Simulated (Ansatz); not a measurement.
# H4O4Sn: molecular dynamics

Aim: follow the molecule's vibrations and see whether its bonds hold. The start is relaxed first. Runs: 500 steps of 0.25 fs under a Nosé-Hoover thermostat at 300 K. SMILES of the start: [OH][Sn]([OH])([OH])[OH].

Program: Ansatz 0.2.0. Level of theory: RKS PBE0-D4/def2-SVP. These are calculated values, not measurements.

### 1 The starting structure

Bond lengths: Sn1–O2 1.960 Å, O2–H3 1.010 Å, Sn1–O4 1.960 Å, O4–H5 1.010 Å, Sn1–O6 1.959 Å, O6–H7 1.010 Å, Sn1–O8 1.959 Å, O8–H9 1.010 Å. Angles: Sn1–O2–H3 109.5°, O2–Sn1–O4 109.4°, O2–Sn1–O6 109.5°, O2–Sn1–O8 109.5°, O4–Sn1–O6 109.5°, O4–Sn1–O8 109.5°, O6–Sn1–O8 109.5°, Sn1–O4–H5 109.5°, Sn1–O6–H7 109.5°, Sn1–O8–H9 109.5°.

Coordinates:

```xyz
9

Sn    0.0000    0.0000    0.0000
O     0.0000    0.0000    1.9600
H    -0.9095   -0.2814    2.2971
O     1.8483    0.0000   -0.6527
H     2.1646   -0.9521   -0.7693
O    -0.9232    1.5994   -0.6527
H    -1.8810    1.3686   -0.8751
O    -0.9232   -1.5994   -0.6527
H    -1.3778   -2.0650    0.1197
```

### 2 Preparing the start

File input.yaml:

```yaml
crystal:
  periodic: [false, false, false]
  atoms:
    - { symbol: Sn, position_ang: [0.0, 0.0, 0.0] }
    - { symbol: O, position_ang: [0.0, 0.0, 1.96] }
    - { symbol: H, position_ang: [-0.9095, -0.2814, 2.2971] }
    - { symbol: O, position_ang: [1.8483, 0.0, -0.6527] }
    - { symbol: H, position_ang: [2.1646, -0.9521, -0.7693] }
    - { symbol: O, position_ang: [-0.9232, 1.5994, -0.6527] }
    - { symbol: H, position_ang: [-1.881, 1.3686, -0.8751] }
    - { symbol: O, position_ang: [-0.9232, -1.5994, -0.6527] }
    - { symbol: H, position_ang: [-1.3778, -2.065, 0.1197] }
basis:
  gaussian: { orbitals: def2-SVP }
hamiltonian:
  xc: pbe0
  dispersion: d4
relax:
  f_tol: 0.02
  max_steps: 40
```

Started as:

```bash
$ ansatz run input.yaml --threads 4 --pin off --max-ram 5120MiB --backend cpu --events-out ev --progress --plain --runs-dir out
```

After this run come: The run.

Q: Predict the outcome of this session. Wanted: relaxation of the start; temperature, first and last step; temperature, second half; potential energy, second half; largest change of the conserved energy; bonds formed or broken.

The runs gave:

| quantity | value |
| --- | --- |
| relaxation of the start | 10 moves, 0.384 eV lower |
| length | 500 steps of 0.25 fs |
| temperature, first and last step | 300 and 266 K |
| temperature, second half | mean 179 K, from 38 to 286 K |
| potential energy, second half | +18 meV/atom from the start |
| largest change of the conserved energy | 0.03 meV/atom |
| bonds formed or broken | 0 |

Against a set 300 K the second half averages 179 K, going from 71 to 266 K over that half; 18 meV/atom has gone into potential energy, and a thermostat that acts over some 100 fs has not made it up in 125 fs. The conserved energy strays from its start by at most 0.03 meV/atom, 0.2 % of the mean kinetic energy, which is good for a step of 0.25 fs. No bond forms or breaks. A run of 125 fs with 9 atoms shows the motion but fixes no equilibrium value. The nuclei move classically, without zero-point motion, which matters most for hydrogen.
